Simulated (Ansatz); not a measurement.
Predict the output of the script below (the Python package of Ansatz (0.2.0)).

`albrh4si.xyz`
```text
7

Si   -0.81780    0.47970   -0.37130
Al    1.21210   -0.34670    0.30950
Br    1.58440   -2.66440    0.01460
H    -1.72020   -0.57510   -0.64770
H    -0.68220    1.30460   -1.62930
H    -1.41480    1.40100    0.67440
H     1.89970    0.33280    1.60410
```

`methods.py`
```python
"""One geometry of AlBrH4Si, method by method."""

from pathlib import Path

import ansatz as az
import numpy as np

mol = az.Crystal.molecule_from_extxyz("albrh4si.xyz")

calc = mol.calculation().basis(gaussian="def2-SVP")

print("functional    E (Ha)        dipole (D)   HOMO (eV)  LUMO (eV)")
for name in ["r2scan0", "b3lyp", "pbe0", "blyp", "hse06", "cam_b3lyp"]:
    report = calc.functional(name).forces().orbitals().run(threads=1, pin="off", runs_dir="runs").report
    lines = Path(report["orbitals_path"]).read_text().splitlines()
    field_of = lambda key: [line.split("=")[1].strip() for line in lines if line.startswith(key)]
    orbitals = [(27.211386 * float(e), s, float(n)) for e, s, n in zip(field_of("Ene="), field_of("Spin="), field_of("Occup="))]
    homo = max(e for e, _, n in orbitals if n > 0.5)
    lumo = min(e for e, _, n in orbitals if n < 0.5)
    dipole = 4.803205 * np.linalg.norm(report["charge_distribution"]["dipole_moment_e_ang"])
    print(f"{name:10s} {report['free_energy_ev'] / 27.211386246:14.6f} {dipole:9.3f} {homo:11.3f} {lumo:10.3f}")
```

```console
$ python methods.py
functional    E (Ha)        dipole (D)   HOMO (eV)  LUMO (eV)
r2scan0      -3107.961199     1.931      -7.955     -2.498
b3lyp        -3108.106150     1.745      -7.487     -2.722
pbe0         -3107.495379     1.845      -7.753     -2.586
blyp         -3108.041060     1.556      -6.362     -3.094
hse06        -3107.486972     1.839      -7.359     -2.954
cam_b3lyp    -3108.159701     1.867      -8.973     -1.570
```

Notes:
- These settings explore the input space; basis and method may be short of convergence.
- The geometry is a force-field or estimated start, not a minimum of this method, and the basis set is short of its limit. A lower total doesn't mark the better method: functionals have no common bound, and MP2 and coupled cluster aren't variational.
- b3lyp holds the VWN-RPA fit, as in Gaussian; the form of ORCA and Turbomole is b3lyp5.
- Levels such as HOMO and LUMO are orbital energies: with these approximate functionals they aren't the ionisation energy and electron affinity, and their gap isn't the fundamental gap.
- hse06 follows the composition of plane-wave codes, whose totals differ by tens of mHa, up to about 0.1 Ha, from the form usual in Gaussian-basis programs (wpbeh).
- It ran for 23 s on 1 thread of Arm Neoverse V1 (shared host), peak memory 0.29 GiB.

(Lines on the test bed's own set-up are left out of the output.)
